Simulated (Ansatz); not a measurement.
**Ti3Cl: which structure is lowest**

Aim: relax 2 candidate structures of Ti3Cl by the same steps and rank them by energy.

Method: DFT PBE, scalar-relativistic, plane waves, PAW, in Ansatz 0.2.0.

### Step 1. The system as given

It takes space group Pm-3m (No. 221, cubic). The conventional cell has a = 4.444 Å, b = 4.444 Å, c = 4.444 Å, α = 90.00°, β = 90.00°, γ = 90.00°. Ti (site symmetry 4/mmm) has 2 Cl at 2.22 Å as nearest neighbours. Around Cl (site symmetry m-3m) lie 6 Ti at 2.22 Å.

Coordinates:

```
CELL_PARAMETERS angstrom
4.44421 0.00000 0.00000
0.00000 4.44421 0.00000
0.00000 0.00000 4.44421
ATOMIC_POSITIONS crystal
Ti 0.50000 0.00000 0.00000
Ti 0.00000 0.50000 0.00000
Ti 0.00000 0.00000 0.50000
Cl 0.00000 0.00000 0.00000
```

This is candidate A: anti-ReO3 type (Pm-3m, No. 221).

### Step 2. Quick check of gap, pressure and forces (candidate A)

The input, input.yaml:

```yaml
crystal:
  lattice:
    - [4.4442066114, 0.0, 0.0]
    - [0.0, 4.4442066114, 0.0]
    - [0.0, 0.0, 4.4442066114]
  atoms:
    - { symbol: Ti, position: [0.5, 0.0, 0.0], spin: 1.0 }
    - { symbol: Ti, position: [0.0, 0.5, 0.0], spin: 1.0 }
    - { symbol: Ti, position: [0.0, 0.0, 0.5], spin: 1.0 }
    - { symbol: Cl, position: [0.0, 0.0, 0.0] }
basis:
  ecutwfc: 420
kpoints:
  mp_grid: { grid: [4, 4, 4] }
hamiltonian:
  xc: pbe
scf:
  occupations: { method: gaussian, width: 0.1 }
  lower_state_search: "off"
output:
  forces: true
  stress: true
  eigenvalues: true
  populations: true
magnetization:
  spin_polarized: true
```

Run with:

```sh
$ ansatz run input.yaml --threads 1 --pin off --max-ram 2560MiB --backend cpu --events-out ev --progress --plain --runs-dir out
```

The log of the run, cut to the lines that bear on the results:

```text
Warning: RAYON_NUM_THREADS=1 ignored (pool sized by the plan → 1); use --threads N
[...]
Pseudopotentials: kind: paw
Pseudopotential: Ti, paw, valence charge 12, recommended cutoff 420 eV (normal), Ti.paw.azcp
Pseudopotential: Cl, paw, valence charge 7, recommended cutoff 420 eV (normal), Cl.paw.azcp
Functional definition: PBE
[...]
Crystal: 4 atoms, lattice volume = 87.777 Å³
Basis set: ecut = 420 eV, 1743 PW (Γ), exchange–correlation on 60×60×60 points (8 copies of the dense FFT grid, shifted against one another)
Bands: 28, of which v1, the nominal top of the filled ones, is band 22 counted from 1 (21 counted from 0)
Symmetry: 48 space group operations
Space group: Pm-3m (ITA 221), of the structure as read, at distance tolerance 4.4e-5 Å
Magnetic group: BNS 221.92 (UNI 1594), of the structure as read, at distance tolerance 4.4e-5 Å
k-points: 10 of 64
[...]
Starting moments: Σ|m| = 3 μB on 3 of 4 sites
[...]
SCF iter   1: F=—  HF=-8576.821235 eV  |F-HF|=—  |Δ(HF+E_count)|=         —  Δρ=5.46e-2 (↑3.25e-2 ↓5.46e-2)  dr2=5.72e0  dr2_m=7.65e-1  M=1.464 μB ∫|m|=1.534 μB  β_m=0.30  ethr=3.10e-3  ⟨swp⟩=4.5  Hψ=2201  notcnv=0
[...]
spin=Collinear: Kerker preconditioning applied to the charge; magnetization (m = ρ↑ − ρ↓) channel mixes plain (no charge-response kernel on spin).
[...]
spin-set hold released at iteration 7 (site moments contracting): the magnetisation degrees of freedom join the quasi-Newton model from the next iteration; the mixer history was flushed
[...]
WARN: the starting moments were not kept: the SCF closed with an absolute magnetisation of 6.8e-5 μB, where they sum to 3 μB in size (3 sites). That is at most 0.1 of that sum. Measured as dr2_m measures the in/out step, that magnetisation stands 6.2e-10 eV from none, at or under the [...]
SCF converged after 17 iterations
Magnetization: 0.0001 μB (21.5000 up, 21.5000 down)
Absolute magnetization: 0.0001 μB (∫|ρ↑−ρ↓|, with the PAW one-centre terms)
Spin contamination: 0.0000 ħ² per cell (⟨S²⟩ above its minimum at these occupations)
Per-site moments (μB) at R_I (Å): [(1.1053962532213243e-5, 0.9166176136012502), (1.1053962532092337e-5, 0.9166176136012502), (1.1053962532201438e-5, 0.9166176136012502), (-6.795292587771649e-7, 0.9166176136012502)]
Free energy (F): -8575.632821 eV
[...]
E sigma→0 (E₀):  -8575.622998 eV
Entropy (-TS):   -0.019647 eV (-4.912 meV/atom)
Fermi energy:    9.127412 eV
[...]
--- Forces (eV/Å), atoms counted from 1 ---
  atom   1  Ti     0.00000000    -0.00000000    -0.00000000
  atom   2  Ti     0.00000000     0.00000000     0.00000000
  atom   3  Ti     0.00000000     0.00000000    -0.00000000
  atom   4  Cl    -0.00000000     0.00000000     0.00000000
[...]
--- Stress (GPa, compression-positive) ---
        2.187847      -0.000000       0.000000
       -0.000000       2.187847       0.000000
        0.000000      -0.000000       2.187847
  P = ⅓ Tr σ = 2.1878 GPa (21.878 kbar)
--- Band table (eV; the first three rows and the last of 20) ---
[...]
--- Löwdin populations: 4 sites ---
  site symbol       q [e]    m [muB]
     0     Ti     11.8503     0.0000
     1     Ti     11.8503     0.0000
     2     Ti     11.8503     0.0000
     3     Cl      6.6606    -0.0000
  spilling = 0.018335 (of n_electrons = 43.000000)
```

Wall time 6 s (1 thread of Intel Xeon Platinum 8259CL at 2.50GHz (Skylake/Cascade Lake), shared host); peak memory 0.41 GiB.

Site by site:

| atom | Löwdin electrons |
| --- | --- |
| Ti1 | 11.85 |
| Ti2 | 11.85 |
| Ti3 | 11.85 |
| Cl4 | 6.66 |

The Löwdin counts miss 0.79 of the 43 electrons, which the atomic orbitals do not span, so they are no charges.

The probe gives pressure 2.2 GPa, largest force 0.00 eV/Å, gap on this mesh none (metal). By this gap the next run takes a mesh of 10×10×10.

### Step 3. The relaxation (candidate A)

The input, input.yaml:

```yaml
crystal:
  lattice:
    - [4.4442066114, 0.0, 0.0]
    - [0.0, 4.4442066114, 0.0]
    - [0.0, 0.0, 4.4442066114]
  atoms:
    - { symbol: Ti, position: [0.5, 0.0, 0.0] }
    - { symbol: Ti, position: [0.0, 0.5, 0.0] }
    - { symbol: Ti, position: [0.0, 0.0, 0.5] }
    - { symbol: Cl, position: [0.0, 0.0, 0.0] }
basis:
  ecutwfc: 420
kpoints:
  mp_grid: { grid: [10, 10, 10] }
hamiltonian:
  xc: pbe
scf:
  occupations: { method: gaussian, width: 0.1 }
output:
  forces: true
  stress: true
  eigenvalues: true
relax:
  adjacent_minimum: "off"
  f_tol: 0.01
  max_steps: 80
  cell: { stress_tol: 0.05 }
```

Run with:

```sh
$ ansatz run input.yaml --threads 1 --pin off --max-ram 2560MiB --backend cpu --events-out ev --progress --plain --runs-dir out
```

The log of the run:

```text
Warning: RAYON_NUM_THREADS=1 ignored (pool sized by the plan → 1); use --threads N
Engine: ansatz 0.2.0, x86_64-unknown-linux-gnu
[... 4 set-up lines as earlier in the session ...]
  parameter kappa = 0.804
  parameter beta = 0.06672455060314922
  exchange = pbe_x(kappa = kappa, mu = beta*pi^2/3)
  correlation = pbe_c(beta = beta)
Crystal: 4 atoms, lattice volume = 87.777 Å³
Basis set: ecut = 420 eV, 1743 PW (Γ), exchange–correlation on 60×60×60 points (8 copies of the dense FFT grid, shifted against one another)
Bands: 26, of which v1, the nominal top of the filled ones, is band 22 counted from 1 (21 counted from 0)
[... 2 set-up lines as earlier in the session ...]
k-points: 56 of 1000
Non-local potential: Ti, projectors of the file, l = 0: 3, l = 1: 2, l = 2: 3, l = 3: 1
Non-local potential: Cl, projectors of the file, l = 0: 2, l = 1: 2, l = 2: 2
PAW form: soft (Blöchl's): semilocal exchange-correlation on the pseudo side does not see the compensation charge
PAW one-centre angular grid: Ti, 590 points (default); XC on 64 Gauss nodes
PAW one-centre angular grid: Cl, 110 points (default); XC on 64 Gauss nodes
Initial density: superposition of atomic densities (neutral atoms: chi_scale 0, normalization atom), corrected by the library's trained network
Initial wavefunctions: pseudopotential atomic-orbital guess
Functional: x = pbe(κ = 0.804, μ = 0.2195149727645171), c = pbe(β = 0.06672455060314922)
SCF iter   1: F=—  HF=-8575.650841 eV  |F-HF|=—  |Δ(HF+E_count)|=         —  Δρ=9.96e-3  dr2=2.12e-1  ethr=1.77e-3  ⟨swp⟩=4.6  Hψ=6040  notcnv=0
preconditioner: auto → Kerker (q_TF=auto, 2.422 Å⁻¹)  [metal: Δε(μ)=0.008 eV  Ē_g=4.244 eV  σ=0.100 eV  W_gap=0.04  n_scr=18 (ndim 8)  ℏωp=16.3 eV  f_vac=0.009  D(μ)=4.71/eV (n_scr^D=32)]
SCF iter   2: F=—  HF=-8575.618023 eV  |F-HF|=—  |Δ(HF+E_count)|=   3.28e-2  Δρ=6.07e-3  dr2=8.71e-2  ethr=4.92e-4  ⟨swp⟩=1.3  Hψ=1932  notcnv=0
SCF iter   3: F=—  HF=-8575.594143 eV  |F-HF|=—  |Δ(HF+E_count)|=   2.39e-2  Δρ=1.45e-3  dr2=4.13e-3  ethr=2.03e-4  ⟨swp⟩=2.0  Hψ=2022  notcnv=0
SCF iter   4: F=—  HF=-8575.593196 eV  |F-HF|=—  |Δ(HF+E_count)|=   9.47e-4  Δρ=6.32e-4  dr2=5.38e-4  ethr=9.61e-6  ⟨swp⟩=2.2  Hψ=2348  notcnv=0
SCF iter   5: F=—  HF=-8575.593123 eV  |F-HF|=—  |Δ(HF+E_count)|=   7.32e-5  Δρ=2.55e-4  dr2=9.08e-5  ethr=1.25e-6  ⟨swp⟩=2.3  Hψ=2074  notcnv=0
SCF iter   6: F=—  HF=-8575.593215 eV  |F-HF|=—  |Δ(HF+E_count)|=   9.23e-5  Δρ=1.24e-4  dr2=2.37e-5  ethr=2.11e-7  ⟨swp⟩=2.8  Hψ=2755  notcnv=0
SCF iter   7: F=—  HF=-8575.593220 eV  |F-HF|=—  |Δ(HF+E_count)|=   5.33e-6  Δρ=4.22e-5  dr2=2.12e-6  ethr=5.50e-8  ⟨swp⟩=2.0  Hψ=1765  notcnv=0
SCF iter   8: F=—  HF=-8575.593221 eV  |F-HF|=—  |Δ(HF+E_count)|=   1.16e-6  Δρ=1.32e-5  dr2=1.58e-7  ethr=4.93e-9  ⟨swp⟩=2.1  Hψ=1887  notcnv=0
SCF iter   9: F=-8575.593222 eV  HF=-8575.593222 eV  |F-HF|=9.31e-10  |Δ(HF+E_count)|=   1.18e-7  Δρ=3.16e-6  dr2=8.00e-9  ethr=2.33e-10  ⟨swp⟩=5.8  Hψ=5375  notcnv=0
SCF 1 converged in 9 iterations: F = -8575.593222 eV  dr2 = 8.00e-9
relax step   1: F+E_penalty+E_count = -8575.59322158 eV  Δ(F+E_penalty+E_count) = +0.000e0 eV  max|allowed force component| = 1.348e-29 eV/Å  Δτ_max = 0.0000 Å  P = +2.308 GPa  Ω = 87.777 Å³  (9 SCF iters, dr2 threshold 1.00e-7 eV, accepted)
Crystal: 4 atoms, lattice volume = 89.542 Å³
Initial density: handed on by an earlier stage of this run
Initial wavefunctions: those handed on with the density
iter 1 solved again at ethr=1.58e-6 eV; its pass at ethr=3.10e-3 eV (dr2=6.79e-4 eV) is discarded
SCF iter   1: F=—  HF=-8575.608777 eV  |F-HF|=—  |Δ(HF+E_count)|=         —  Δρ=7.32e-4  dr2=7.70e-4  ethr=1.58e-6  ⟨swp⟩=2.4  Hψ=9204  notcnv=0
preconditioner: auto → LDOS  [metal: Δε(μ)=0.012 eV  Ē_g=4.275 eV  σ=0.100 eV  W_gap=0.07  n_scr=18 (ndim 8)  ℏωp=16.2 eV  f_vac=0.014  D(μ)=4.91/eV (n_scr^D=56)  β→1.0]
SCF iter   2: F=—  HF=-8575.608682 eV  |F-HF|=—  |Δ(HF+E_count)|=   9.51e-5  Δρ=5.81e-4  dr2=3.56e-4  ethr=1.58e-6  ⟨swp⟩=3.0  Hψ=3055  notcnv=0
SCF iter   3: F=—  HF=-8575.608784 eV  |F-HF|=—  |Δ(HF+E_count)|=   1.02e-4  Δρ=8.98e-5  dr2=9.33e-6  ethr=8.27e-7  ⟨swp⟩=2.0  Hψ=2009  notcnv=0
SCF iter   4: F=—  HF=-8575.608783 eV  |F-HF|=—  |Δ(HF+E_count)|=   4.15e-7  Δρ=3.24e-5  dr2=1.06e-6  ethr=2.17e-8  ⟨swp⟩=2.0  Hψ=1970  notcnv=0
SCF iter   5: F=-8575.608783 eV  HF=-8575.608783 eV  |F-HF|=2.18e-8  |Δ(HF+E_count)|=   1.25e-7  Δρ=8.02e-6  dr2=3.75e-8  ethr=9.30e-10  ⟨swp⟩=6.3  Hψ=5899  notcnv=0
SCF 2 converged in 5 iterations: F = -8575.608783 eV  dr2 = 3.75e-8
relax step   2: F+E_penalty+E_count = -8575.60878307 eV  Δ(F+E_penalty+E_count) = -1.556e-2 eV  max|allowed force component| = 2.387e-30 eV/Å  Δτ_max = 0.0000 Å  P = +0.577 GPa  Ω = 89.542 Å³  energy of the carried Pulay correction = -1.459e-4 eV  (5 SCF iters, dr2 threshold 4.00e-7 eV, accepted)
Crystal: 4 atoms, lattice volume = 90.146 Å³
Basis set: ecut = 420 eV, 1791 PW (Γ), exchange–correlation on 60×60×60 points (8 copies of the dense FFT grid, shifted against one another)
iter 1 solved again at ethr=1.69e-7 eV; its pass at ethr=3.10e-3 eV (dr2=7.28e-5 eV) is discarded
SCF iter   1: F=—  HF=-8575.609642 eV  |F-HF|=—  |Δ(HF+E_count)|=         —  Δρ=2.35e-4  dr2=7.72e-5  ethr=1.69e-7  ⟨swp⟩=2.8  Hψ=8908  notcnv=0
preconditioner: auto → LDOS  [metal: Δε(μ)=0.012 eV  Ē_g=4.267 eV  σ=0.100 eV  W_gap=0.07  n_scr=18 (ndim 8)  ℏωp=16.1 eV  f_vac=0.014  D(μ)=4.95/eV (n_scr^D=56)  β→1.0]
SCF iter   2: F=—  HF=-8575.609875 eV  |F-HF|=—  |Δ(HF+E_count)|=   2.32e-4  Δρ=1.81e-4  dr2=3.53e-5  ethr=1.69e-7  ⟨swp⟩=2.8  Hψ=2981  notcnv=0
SCF iter   3: F=—  HF=-8575.609866 eV  |F-HF|=—  |Δ(HF+E_count)|=   9.03e-6  Δρ=3.15e-5  dr2=1.05e-6  ethr=8.20e-8  ⟨swp⟩=2.0  Hψ=1990  notcnv=0
SCF iter   4: F=-8575.609866 eV  HF=-8575.609866 eV  |F-HF|=6.20e-8  |Δ(HF+E_count)|=   3.82e-8  Δρ=1.09e-5  dr2=1.19e-7  ethr=9.30e-10  ⟨swp⟩=5.4  Hψ=5749  notcnv=0
SCF 3 converged in 4 iterations: F = -8575.609866 eV  dr2 = 1.19e-7
relax step   3: F+E_penalty+E_count = -8575.60986584 eV  Δ(F+E_penalty+E_count) = -1.083e-3 eV  max|allowed force component| = 1.479e-30 eV/Å  Δτ_max = 0.0000 Å  P = +0.027 GPa  Ω = 90.146 Å³  energy of the carried Pulay correction = -1.952e-4 eV  (4 SCF iters, dr2 threshold 4.00e-7 eV, accepted)
Initial wavefunctions: pseudopotential atomic-orbital guess (no wavefunctions were taken with the density)
iter 1 solved again at ethr=4.01e-7 eV; its pass at ethr=3.10e-3 eV (dr2=1.72e-4 eV) is discarded
SCF iter   1: F=—  HF=-8575.609583 eV  |F-HF|=—  |Δ(HF+E_count)|=         —  Δρ=1.37e-4  dr2=4.93e-7  ethr=4.01e-7  ⟨swp⟩=3.8  Hψ=10027  notcnv=0
preconditioner: auto → LDOS  [metal: Δε(μ)=0.011 eV  Ē_g=4.269 eV  σ=0.100 eV  W_gap=0.06  n_scr=18 (ndim 8)  ℏωp=16.1 eV  f_vac=0.013  D(μ)=4.95/eV (n_scr^D=56)  β→1.0]
SCF iter   2: F=—  HF=-8575.610043 eV  |F-HF|=—  |Δ(HF+E_count)|=   4.59e-4  Δρ=1.97e-5  dr2=1.39e-7  ethr=1.15e-9  ⟨swp⟩=3.0  Hψ=3016  notcnv=0
SCF iter   3: F=—  HF=-8575.610043 eV  |F-HF|=—  |Δ(HF+E_count)|=   2.85e-8  Δρ=6.40e-6  dr2=2.31e-8  ethr=3.23e-10  ⟨swp⟩=2.1  Hψ=2041  notcnv=0
SCF iter   4: F=—  HF=-8575.610043 eV  |F-HF|=—  |Δ(HF+E_count)|=   8.01e-8  Δρ=2.16e-6  dr2=5.02e-9  ethr=5.38e-11  ⟨swp⟩=2.0  Hψ=1992  notcnv=0
SCF iter   5: F=—  HF=-8575.610043 eV  |F-HF|=—  |Δ(HF+E_count)|=  5.60e-10  Δρ=5.37e-7  dr2=2.88e-10  ethr=1.17e-11  ⟨swp⟩=2.0  Hψ=1969  notcnv=0
SCF iter   6: F=-8575.610043 eV  HF=-8575.610043 eV  |F-HF|=4.00e-11  |Δ(HF+E_count)|=  5.82e-11  Δρ=2.41e-7  dr2=2.27e-11  ethr=1.00e-12  ⟨swp⟩=3.3  Hψ=5719  notcnv=0
SCF 4 converged in 6 iterations: F = -8575.610043 eV  dr2 = 2.27e-11
relax step   4: F+E_penalty+E_count = -8575.61004293 eV  Δ(F+E_penalty+E_count) = -1.771e-4 eV  max|allowed force component| = 4.096e-30 eV/Å  Δτ_max = 0.0000 Å  P = +0.026 GPa  Ω = 90.146 Å³  stress off target by 2.57e-2 GPa  SCF on the basis re-selected at this cell (its energy is not comparable with the rows above)  (6 SCF iters)
basis re-selected at this cell: Δ(F+E_penalty+E_count) = -1.771e-4 eV, ΔP = -0.001 GPa vs the last step (what re-selecting the basis moved, of the pressure what is left beyond the Pulay correction that the steps carried, after the strain that the cell walked since its last selection, with what the two solves' SCF thresholds leave and, on support functions, any second-order correction that the steps lacked; it is no measure of the basis error at this ecutwfc). This SCF's stress stands 2.57e-2 GPa from its target on what of the cell is left free (relax.cell.stress_tol is 5.00e-2 GPa) and its largest allowed force component is 4.10e-30 eV/Å (relax.f_tol is 1.00e-2 eV/Å): within both
SCF converged after 6 iterations
Free energy (F): -8575.610043 eV
Harris-Foulkes:  -8575.610043 eV  (|F-HF|=4.00e-11)
Internal energy: -8575.585298 eV  (E = F + TS)
E sigma→0 (E₀):  -8575.597670 eV
Entropy (-TS):   -0.024745 eV (-6.186 meV/atom)
Fermi energy:    8.768852 eV
--- Per-component energies (eV) ---
  E_band       = -672.840437
  E_kinetic    = 983.386737
  E_local      = -3959.328081  (includes V_loc(G=0)·N_el)
  E_nonlocal   = 58.105355
  E_hartree    = 1622.221711
  E_xc         = -397.725624
  E_vxc        = -485.815277  (∫ρ·V_xc dr)
  E_paw        = -3805.036412  (= ΣΔE_a)
  E_vpaw       = -513.632862  (= ΣTr[D̂ρ^β])
  E_aug_tail   = 0.000447  (compensation charges beyond the density's cutoff)
  E_ewald      = -3077.209432
  E_smearing   = -0.024745  (= −TS)
  E_closure    = 0.000000  (closes the sum)
  Σ components = -8575.610043   (vs F -8575.610043, Δ=0.00e0)
--- Forces (eV/Å), atoms counted from 1 ---
  atom   1  Ti     0.00000000    -0.00000000     0.00000000
  atom   2  Ti    -0.00000000     0.00000000     0.00000000
  atom   3  Ti     0.00000000     0.00000000     0.00000000
  atom   4  Cl     0.00000000    -0.00000000    -0.00000000
  max |Σ_I F_I| component: 8.41e-30 eV/Å
--- Stress (GPa, compression-positive) ---
        0.025691      -0.000000       0.000000
       -0.000000       0.025691       0.000000
        0.000000       0.000000       0.025691
  P = ⅓ Tr σ = 0.0257 GPa (0.257 kbar)
--- Band table (eV; the first three rows and the last of 56) ---
  k-point 0: bands = ["-48.4873", "-48.4370", "-48.4370", "-24.9458", "-24.9458", "-24.9458", "-24.7021", "-24.7021", "-24.7021", "-24.6702", "-24.6702", "-24.6702", "-11.5537", "1.1729", "1.1729", "1.1729", "5.4013", "6.7922", "6.7922", "6.7922", "7.8866", "7.8866", "8.9389", "8.9389", "10.0785", "10.0785"]
  k-point 1: bands = ["-48.4862", "-48.4380", "-48.4370", "-24.9440", "-24.9433", "-24.9433", "-24.7030", "-24.7030", "-24.7024", "-24.6763", "-24.6720", "-24.6720", "-11.5179", "0.9868", "1.1510", "1.1510", "5.4910", "6.8070", "6.8697", "6.8697", "7.9047", "7.9499", "8.9418", "9.0728", "10.0516", "10.0597"]
  k-point 2: bands = ["-48.4830", "-48.4411", "-48.4369", "-24.9386", "-24.9363", "-24.9363", "-24.7059", "-24.7059", "-24.7029", "-24.6926", "-24.6762", "-24.6762", "-11.4226", "0.5382", "1.0952", "1.0952", "5.7405", "6.8469", "7.0800", "7.0800", "7.9006", "8.1314", "8.9491", "9.3593", "9.9803", "10.0153"]
  k-point 55: bands = ["-48.4531", "-48.4531", "-48.4531", "-25.2519", "-24.8052", "-24.8052", "-24.8052", "-24.7438", "-24.7438", "-24.6361", "-24.6361", "-24.6361", "-10.3563", "-0.7563", "-0.7563", "-0.7563", "7.5986", "8.7048", "8.7048", "8.7048", "8.9700", "8.9700", "8.9700", "9.4254", "9.4254", "9.4254"]
--- Relaxed structure (3 steps of the walk, 3 accepted, 1 SCFs on fresh bases) ---
  F+E_penalty+E_count = -8575.61004293 eV   max|allowed force component| = 4.096e-30 eV/Å   (the final SCF, on the basis selected at the relaxed cell)
  cell:  # Å, volume = 90.1457 Å³
    - [4.48382156783278, 2.4876595115001794e-34, 2.8888949165808538e-34]
    - [2.4876595115001794e-34, 4.48382156783278, -3.209883240645393e-35]
    - [2.8888949165808538e-34, -3.209883240645393e-35, 4.48382156783278]
  atoms:
    - { symbol: Ti, position: [0.5, -3.61483856788016e-38, -8.816679435820552e-39] }
    - { symbol: Ti, position: [4.761006895256928e-38, 0.5, -8.816679433356931e-39] }
    - { symbol: Ti, position: [1.9396694772229976e-38, -3.614838569275677e-38, 0.5] }
    - { symbol: Cl, position: [8.2876786667936e-38, -1.1461683267614055e-38, -1.763335888477961e-39] }
```

It took 40 s on 1 thread of Intel Xeon Platinum 8259CL at 2.50GHz (Skylake/Cascade Lake), shared host; peak memory 0.47 GiB.

The steps of the relaxation:

| step | E - E(step 1) (eV/cell) | largest force component (eV/Å) | pressure (GPa) | volume (Å³) |
| --- | --- | --- | --- | --- |
| 1 | 0.0000 | 0.0000 | 2.31 | 87.78 |
| 2 | -0.0156 | 0.0000 | 0.58 | 89.54 |
| 3 | -0.0166 | 0.0000 | 0.03 | 90.15 |
| 4 | -0.0168 | 0.0000 | 0.03 | 90.15 |

Step 1 is the start. Step 4 repeats the geometry before it on a plane-wave basis chosen anew for that cell, so its energy need not be comparable with the rows above.

|  | before | after | change |
| --- | --- | --- | --- |
| a (Å) | 4.444 | 4.484 | +0.9 % |
| b (Å) | 4.444 | 4.484 | +0.9 % |
| c (Å) | 4.444 | 4.484 | +0.9 % |
| volume (Å³/atom) | 21.94 | 22.54 | +2.7 % |
| shortest distance (Å) | 2.222 | 2.242 | +0.9 % |
| space group (0.01 Å) | Pm-3m | Pm-3m | same |

The run keeps the 48 symmetry operations of the start, so it could not have lowered the symmetry.

### Step 4. Candidate B: Cu3Au (L1_2) type (Pm-3m, No. 221)

Symmetry: Pm-3m, No. 221, cubic system. Conventional cell: a = 4.080 Å, b = 4.080 Å, c = 4.080 Å, α = 90.00°, β = 90.00°, γ = 90.00°. Ti (site symmetry 4/mmm) is surrounded by 8 Ti at 2.88 Å and 4 Cl at 2.88 Å. Cl (site symmetry m-3m) is surrounded by 12 Ti at 2.88 Å.

```cif
data_structure
_symmetry_space_group_name_H-M 'P 1'
_symmetry_Int_Tables_number 1
_cell_length_a 4.0799
_cell_length_b 4.0799
_cell_length_c 4.0799
_cell_angle_alpha 90.000
_cell_angle_beta 90.000
_cell_angle_gamma 90.000
_cell_volume 67.91
loop_
_atom_site_label
_atom_site_type_symbol
_atom_site_fract_x
_atom_site_fract_y
_atom_site_fract_z
_atom_site_occupancy
Ti1 Ti 0.00000 0.50000 0.50000 1
Ti2 Ti 0.50000 0.00000 0.50000 1
Ti3 Ti 0.50000 0.50000 0.00000 1
Cl1 Cl 0.00000 0.00000 0.00000 1
```

### Step 5. Probe: one point at the start (candidate B)

The input, input.yaml:

```yaml
crystal:
  lattice:
    - [4.0799280825, 0.0, 0.0]
    - [0.0, 4.0799280825, 0.0]
    - [0.0, 0.0, 4.0799280825]
  atoms:
    - { symbol: Ti, position: [0.0, 0.5, 0.5], spin: 1.0 }
    - { symbol: Ti, position: [0.5, 0.0, 0.5], spin: 1.0 }
    - { symbol: Ti, position: [0.5, 0.5, 0.0], spin: 1.0 }
    - { symbol: Cl, position: [0.0, 0.0, 0.0] }
basis:
  ecutwfc: 420
kpoints:
  mp_grid: { grid: [4, 4, 4] }
hamiltonian:
  xc: pbe
scf:
  occupations: { method: gaussian, width: 0.1 }
  lower_state_search: "off"
output:
  forces: true
  stress: true
  eigenvalues: true
  populations: true
magnetization:
  spin_polarized: true
```

Run with:

```sh
$ ansatz run input.yaml --threads 1 --pin off --max-ram 2560MiB --backend cpu --events-out ev --progress --plain --runs-dir out
```

The log of the run, cut to the lines that bear on the results:

```text
[...]
SCF converged after 19 iterations
Magnetization: 0.0000 μB (21.5000 up, 21.5000 down)
Absolute magnetization: 0.0000 μB (∫|ρ↑−ρ↓|, with the PAW one-centre terms)
Spin contamination: 0.0000 ħ² per cell (⟨S²⟩ above its minimum at these occupations)
Per-site moments (μB) at R_I (Å): [(7.470883626637136e-6, 1.190039735729286), (7.470883626822246e-6, 1.190039735729286), (7.4708836264969835e-6, 1.190039735729286), (1.8057084864217028e-6, 1.190039735729286)]
Free energy (F): -8577.285584 eV
[...]
E sigma→0 (E₀):  -8577.269714 eV
Entropy (-TS):   -0.031740 eV (-7.935 meV/atom)
Fermi energy:    13.244771 eV
[...]
--- Forces (eV/Å), atoms counted from 1 ---
  atom   1  Ti     0.00000000    -0.00000000    -0.00000000
  atom   2  Ti     0.00000000    -0.00000000    -0.00000000
  atom   3  Ti     0.00000000    -0.00000000     0.00000000
  atom   4  Cl    -0.00000000     0.00000000     0.00000000
[...]
--- Stress (GPa, compression-positive) ---
       -2.592369       0.000000       0.000000
        0.000000      -2.592369       0.000000
        0.000000       0.000000      -2.592369
  P = ⅓ Tr σ = -2.5924 GPa (-25.924 kbar)
--- Band table (eV; the first three rows and the last of 20) ---
[...]
--- Löwdin populations: 4 sites ---
  site symbol       q [e]    m [muB]
     0     Ti     11.8169     0.0000
     1     Ti     11.8169     0.0000
     2     Ti     11.8169     0.0000
     3     Cl      7.0947     0.0000
  spilling = 0.010570 (of n_electrons = 43.000000)
```

Wall time 7.5 s (1 thread of Intel Xeon Platinum 8259CL at 2.50GHz (Skylake/Cascade Lake), shared host); peak memory 0.39 GiB.

By site:

| atom | Löwdin electrons |
| --- | --- |
| Ti1 | 11.82 |
| Ti2 | 11.82 |
| Ti3 | 11.82 |
| Cl4 | 7.09 |

The Löwdin counts miss 0.45 of the 43 electrons, which the atomic orbitals do not span, so they are no charges.

Read-out: pressure -2.6 GPa, largest force 0.00 eV/Å, gap on this mesh none (metal). By this gap the next run takes a mesh of 12×12×12.

(Part 1 of 2 ends here.)
